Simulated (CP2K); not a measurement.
# GFN0-xTB run of CH8Al2Si (SMILES [CH3][Al]([AlH2])[SiH3])

What is the energy change on altering one bond length of CH8Al2Si at GFN0-xTB? 

Program for the calculation: CP2K 2026.2.

## 1. The structure to begin with

CH8Al2Si has 12 atoms, charge 0, and is taken as a singlet. As SMILES, `[CH3][Al]([AlH2])[SiH3]`. The shape comes from GFN2-xTB, which is rough for such elements, and wasn't checked as a minimum.

Bond lengths: C1–Al2 2.004 Å, Al2–Al3 2.520 Å, Al2–Si4 2.464 Å, C1–H5 1.101 Å, C1–H6 1.100 Å, C1–H7 1.102 Å, Al3–H8 1.613 Å, Al3–H9 1.606 Å, Si4–H10 1.495 Å, Si4–H11 1.478 Å, Si4–H12 1.479 Å. Some angles: C1–Al2–Al3 144.4°, C1–Al2–Si4 116.5°, Al3–Al2–Si4 99.1°, Al2–C1–H5 111.9°, Al2–C1–H6 115.7°, Al2–C1–H7 111.1°, Al2–Al3–H8 93.3°, Al2–Al3–H9 151.3°, Al2–Si4–H10 102.8°, Al2–Si4–H11 123.0°.

## 2. Energy and gradient at GFN0-xTB

molecule.xyz reads:

```xyz
12

C     -1.030190     2.086530    -0.262280
Al    -0.298150     0.335360     0.380530
Al    -0.047010    -1.166860     2.388200
Si     0.891240    -1.038550    -1.283790
H     -1.824660     1.949500    -1.012790
H     -1.454740     2.739980     0.514150
H     -0.251590     2.679100    -0.768810
H      0.720870    -2.311820     1.550370
H     -0.260410    -1.479340     3.949140
H      0.855140    -0.181800    -2.508170
H      0.358480    -2.316200    -1.801070
H      2.341020    -1.295910    -1.145480
```

run.inp reads:

```
&GLOBAL
    PROJECT_NAME run
    RUN_TYPE ENERGY_FORCE
    PRINT_LEVEL MEDIUM
&END GLOBAL

&FORCE_EVAL
    METHOD QS
    &DFT
        CHARGE 0
        MULTIPLICITY 1
        &QS
            METHOD XTB
            EPS_DEFAULT 1.0E-10
            &XTB
                GFN_TYPE 0
                CHECK_ATOMIC_CHARGES F
            &END XTB
        &END QS
        &POISSON
            PERIODIC NONE
            POISSON_SOLVER ANALYTIC
        &END POISSON
        &SCF
            SCF_GUESS ATOMIC
            EPS_SCF 1.0E-06
            MAX_SCF 150
            ADDED_MOS 2
            &DIAGONALIZATION
                ALGORITHM STANDARD
            &END DIAGONALIZATION
            &MIXING
                METHOD DIRECT_P_MIXING
                ALPHA 0.4
            &END MIXING
            &SMEAR ON
                METHOD FERMI_DIRAC
                ELECTRONIC_TEMPERATURE [K] 300
            &END SMEAR
        &END SCF
        &PRINT
            &MOMENTS
                PERIODIC F
                REFERENCE COM
                MAX_MOMENT 1
            &END MOMENTS
            &MO ON
                ENERGIES T
                OCCUPATION_NUMBERS T
                NDIGITS 6
                &EACH
                    QS_SCF 0
                &END EACH
                ADD_LAST NUMERIC
            &END MO
            &HIRSHFELD OFF
            &END HIRSHFELD
        &END PRINT
    &END DFT
    &SUBSYS
        &CELL
            ABC [angstrom] 12.2 13.1 14.5
            PERIODIC NONE
        &END CELL
        &TOPOLOGY
            COORD_FILE_NAME molecule.xyz
            COORD_FILE_FORMAT XYZ
            &CENTER_COORDINATES
            &END CENTER_COORDINATES
        &END TOPOLOGY
    &END SUBSYS
    &PRINT
        &FORCES ON
        &END FORCES
    &END PRINT
&END FORCE_EVAL
```

Run with:

```
$ OMP_NUM_THREADS=1 cp2k.psmp run.inp > run.out
```

Output:

```text
CP2K| version string:                                       CP2K version 2026.2
[...]
 GLOBAL| Method name                                                        CP2K
[...]
 GLOBAL| Run type                                                   ENERGY_FORCE
[...]
                             - Atoms:                                         12
[...]
                             - Spherical basis functions:                     47
[...]
 Number of electrons:                                                         22
[...]
  Fermi energy:                                                -0.34714614442629
[...]
 TB_DIPOLE| Moment [Debye]         -1.14204543       1.31367719       1.18181973
 TB_DIPOLE| Derivative [a.u.]       0.00000000       0.00000000       0.00000000
[...]
 ENERGY| Total FORCE_EVAL ( QS ) energy [hartree]            -11.041786294603732
 FORCES| Atomic forces [hartree/bohr]
 FORCES|   Atom     x               y               z               |f|
 FORCES|      1 -2.54548005E-03  6.44296819E-03 -1.25087659E-03   7.03960226E-03
 FORCES|      2  5.19347799E-03 -9.94404545E-03 -8.51379096E-04   1.12508266E-02
 FORCES|      3 -5.45058950E-03  1.36727759E-02 -6.65830100E-03   1.61550828E-02
 FORCES|      4 -5.43950447E-03  1.03025805E-02  8.29470798E-04   1.16798714E-02
 FORCES|      5  3.20106432E-03 -1.94729827E-04  3.26372828E-03   4.57565895E-03
 FORCES|      6  2.06452600E-03 -3.16479531E-03 -3.98337885E-03   5.49049215E-03
 FORCES|      7 -2.88950104E-03 -2.70849111E-03  2.41248576E-03   4.63737295E-03
 FORCES|      8 -7.40203755E-04 -3.59129327E-03  9.74578246E-03   1.04127597E-02
 FORCES|      9  4.40919322E-03 -7.67651063E-03 -1.71696059E-03   9.01763572E-03
 FORCES|     10  2.56375308E-03 -4.64716877E-03 -5.77688062E-04   5.33879489E-03
 FORCES|     11  2.66772579E-03  2.22135779E-03  4.08490890E-04   3.49543361E-03
 FORCES|     12 -3.03446158E-03 -7.12648065E-04 -1.62137399E-03   3.51349939E-03
 FORCES| Sum    -8.02309608E-17 -9.02056208E-17  5.74627151E-17
[...]
```

Run time: 0.2 s. Hardware: 1 thread of Arm Neoverse V2, shared host.

## 3. The distorted shape

molecule.xyz reads:

```xyz
12

C     -1.537660     2.176614    -0.310693
Al    -0.805620     0.425444     0.332117
Al    -0.554480    -1.076776     2.339787
Si     0.383770    -0.948466    -1.332203
H     -2.332130     2.039584    -1.061203
H     -1.962210     2.830064     0.465737
H     -0.759060     2.769184    -0.817223
H      0.213400    -2.221736     1.501957
H     -0.767880    -1.389256     3.900727
H      0.347670    -0.091716    -2.556583
H     -0.148990    -2.226116    -1.849483
H      2.341020    -1.295910    -1.145480
```

molecule.inp reads:

```
&GLOBAL
    PROJECT molecule
    RUN_TYPE ENERGY_FORCE
    PRINT_LEVEL MEDIUM
&END GLOBAL

&FORCE_EVAL
    METHOD QUICKSTEP
    &DFT
        &QS
            METHOD XTB
            EPS_DEFAULT 1.0E-10
            &XTB
                GFN_TYPE 0
                CHECK_ATOMIC_CHARGES F
            &END XTB
        &END QS
        &POISSON
            PERIODIC NONE
            POISSON_SOLVER ANALYTIC
        &END POISSON
        &SCF
            SCF_GUESS ATOMIC
            EPS_SCF 1.0E-06
            MAX_SCF 150
            ADDED_MOS 2
            &DIAGONALIZATION
                ALGORITHM STANDARD
            &END DIAGONALIZATION
            &MIXING
                METHOD DIRECT_P_MIXING
                ALPHA 0.4
            &END MIXING
            &SMEAR ON
                METHOD FERMI_DIRAC
                ELECTRONIC_TEMPERATURE [K] 300
            &END SMEAR
        &END SCF
        &PRINT
            &MOMENTS
                PERIODIC F
                REFERENCE COM
                MAX_MOMENT 1
            &END MOMENTS
            &MO ON
                ENERGIES T
                OCCUPATION_NUMBERS T
                NDIGITS 6
                &EACH
                    QS_SCF 0
                &END EACH
                ADD_LAST NUMERIC
            &END MO
            &HIRSHFELD OFF
            &END HIRSHFELD
        &END PRINT
    &END DFT
    &SUBSYS
        &CELL
            ABC 12.7 13.1 14.5
            PERIODIC NONE
        &END CELL
        &TOPOLOGY
            COORD_FILE_NAME molecule.xyz
            COORD_FILE_FORMAT XYZ
            &CENTER_COORDINATES
            &END CENTER_COORDINATES
        &END TOPOLOGY
    &END SUBSYS
    &PRINT
        &FORCES ON
        &END FORCES
    &END PRINT
&END FORCE_EVAL
```

Run with:

```
$ OMP_NUM_THREADS=1 cp2k.psmp molecule.inp > molecule.out
```

Output:

```text
CP2K| version string:                                       CP2K version 2026.2
[...]
 GLOBAL| Method name                                                        CP2K
[...]
 GLOBAL| Run type                                                   ENERGY_FORCE
[...]
                             - Atoms:                                         12
[...]
                             - Spherical basis functions:                     47
[...]
 Number of electrons:                                                         22
[...]
  Fermi energy:                                                -0.34963467419961
[...]
 TB_DIPOLE| Moment [Debye]         -4.23405898       1.94360025       0.92071360
 TB_DIPOLE| Derivative [a.u.]       0.00000000       0.00000000       0.00000000
[...]
 ENERGY| Total FORCE_EVAL ( QS ) energy [hartree]            -11.015146154047056
 FORCES| Atomic forces [hartree/bohr]
 FORCES|   Atom     x               y               z               |f|
 FORCES|      1 -2.45217816E-03  5.51950544E-03 -1.84845594E-03   6.31624156E-03
 FORCES|      2  7.49680366E-03 -8.91350318E-03  1.18339934E-03   1.17069654E-02
 FORCES|      3 -6.04267842E-03  1.28998872E-02 -7.23140012E-03   1.59754249E-02
 FORCES|      4  8.15242314E-03  7.07469793E-03 -1.09084221E-03   1.08491147E-02
 FORCES|      5  3.15288570E-03 -6.93433685E-05  3.21954594E-03   4.50676967E-03
 FORCES|      6  2.07846741E-03 -3.38612990E-03 -3.85908821E-03   5.53881434E-03
 FORCES|      7 -2.85859355E-03 -2.80836176E-03  2.43928377E-03   4.69132798E-03
 FORCES|      8 -7.46540209E-04 -3.60720002E-03  1.00495317E-02   1.07033780E-02
 FORCES|      9  4.71307148E-03 -7.31552307E-03 -1.83180572E-03   8.89299908E-03
 FORCES|     10  6.68334394E-03 -7.76270739E-03  2.18003977E-03   1.04727879E-02
 FORCES|     11  7.86083406E-03  4.24792344E-03  1.81552314E-03   9.11776782E-03
 FORCES|     12 -2.80378391E-02  4.12075465E-03 -5.02573146E-03   2.87812268E-02
 FORCES| Sum    -1.38777878E-16  2.68882139E-17  5.81132364E-17
[...]
```

It took 0.2 s on 1 thread of Arm Neoverse V2, shared host.

## 4. Summary of results

At GFN0-xTB:

```
                                                           quantity         value
                                          first shape: total energy  -11.04179 Eh
             first shape: dipole moment (from atomic charges alone)        2.10 D
                                           first shape: HOMO energy     -10.14 eV
                                           first shape: LUMO energy      -8.76 eV
                                         first shape: HOMO–LUMO gap       1.38 eV
                                     first shape: dispersion energy  -8.54 kJ/mol
                              first shape: largest force on an atom    0.831 eV/Å
                                      distorted shape: total energy  -11.01515 Eh
         distorted shape: dipole moment (from atomic charges alone)        4.75 D
                                       distorted shape: HOMO energy     -10.20 eV
                                       distorted shape: LUMO energy      -8.83 eV
                                     distorted shape: HOMO–LUMO gap       1.36 eV
                                 distorted shape: dispersion energy  -9.54 kJ/mol
                          distorted shape: largest force on an atom    1.480 eV/Å
energy change with the Si4–H12 bond stretched from 1.479 to 1.997 Å      0.725 eV
```

**Reading.** With the Si4–H12 bond stretched from 1.479 to 1.997 Å the energy rises by 0.72 eV (16.7 kcal/mol). The first shape isn't relaxed at this level, so the change isn't measured from a minimum. The largest force (first shape) is 0.83 eV/Å: the shape isn't a stationary point for this species at this level. The dipole (first shape) comes from point charges on the atoms alone, without atomic dipoles, so it is partial. The dipole (distorted shape) comes from point charges on the atoms alone, without atomic dipoles, so it is partial.
